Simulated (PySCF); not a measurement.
# A diatomic session: SnF−

The task here is to estimate one member of a computed series from the others.

Computed with PySCF 2.14.0. Level: Sn def2-TZVPPD with ECP28, F def2-TZVPPD, scalar-relativistic core potentials.

1 further run of the same task is left out (set aside as unsound or not needed).

The first run:

The job is set up so:

| Item | Value |
| --- | --- |
| atoms | Sn, F |
| charge | -1 |
| basis | Sn def2-TZVPPD with ECP28, F def2-TZVPPD |
| Hamiltonian | scalar-relativistic core potentials |
| basis functions | 96 |
| electrons treated | 32 |
| masses in u | 119.9022, 18.9984 |
| levels | PBE0, PBE, r²SCAN, M06-L, BP86, PW91, M06-2X, TPSS, ωB97X-V, HF, MP2, SCS-MP2, CCSD, CCSD(T) |
| grid | 80 radial by 434 angular points |
| occupations | held fixed by the projection of orbital angular momentum |
| dissociation limit | Sn + F−, each in its ground configuration |
| starting distance in angstrom | 2.065 |
| values of 2S to try | 0, 2 |

On the command line:

```bash
$ OMP_NUM_THREADS=2 python dia.py task.json out
```

Steps of the session up to this table: Input; PBE0 along the bond; Higher solutions at PBE0; PBE (GGA); r²SCAN (meta-GGA); M06-L; BP86; PW91 (GGA); M06-2X; TPSS (meta-GGA); ωB97X-V (range-separated hybrid); UHF; Correlated methods on the Hartree–Fock reference.

One of the session's tables, all rows but one given; the rest of the session is left out.

Energy (eV) from each level's lowest point:

```
R (Å)    UHF  UHF-MP2  UHF-SCS-MP2  UHF-CCSD  UHF-CCSD(T)
1.764  0.708    0.838        0.856       n/a          n/a
1.846  0.268    0.358        0.370     0.325        0.344
1.928  0.057    0.108        0.115     0.088        0.099
1.990      ?        ?            ?         ?            ?
2.051  0.003    0.000        0.000     0.000        0.000
2.112  0.048    0.022        0.019     0.031        0.026
2.195  0.151    0.098        0.091     0.119        0.108
2.297  0.321    0.241        0.229     0.274        0.258
2.420  0.549    0.446        0.429     0.491        0.470
2.584  0.852    0.734        0.711       n/a          n/a
```

**Question.** Estimate the row for R (Å) = 1.990.

Worked estimate for «UHF». A straight line through the neighbours (1.928, 0.057) and (2.051, 0.003) gives 0.057 + (0.003 − 0.057) × (1.990 − 1.928) / (2.051 − 1.928) = 0.030; a parabola fitted to 4 rows on both sides gives -0.005.

**Answer.** UHF: 0.000; UHF-MP2: 0.023; UHF-SCS-MP2: 0.026; UHF-CCSD: 0.013; UHF-CCSD(T): 0.018. In «UHF» the line misses by +0.030 and the parabola by -0.005.

Limits of these values: Lowest PBE0 solution found, without spin–orbit coupling: ³Σ⁻ (triplet), unpaired electrons π ↑↑. Warnings in the runs' records: inverted.
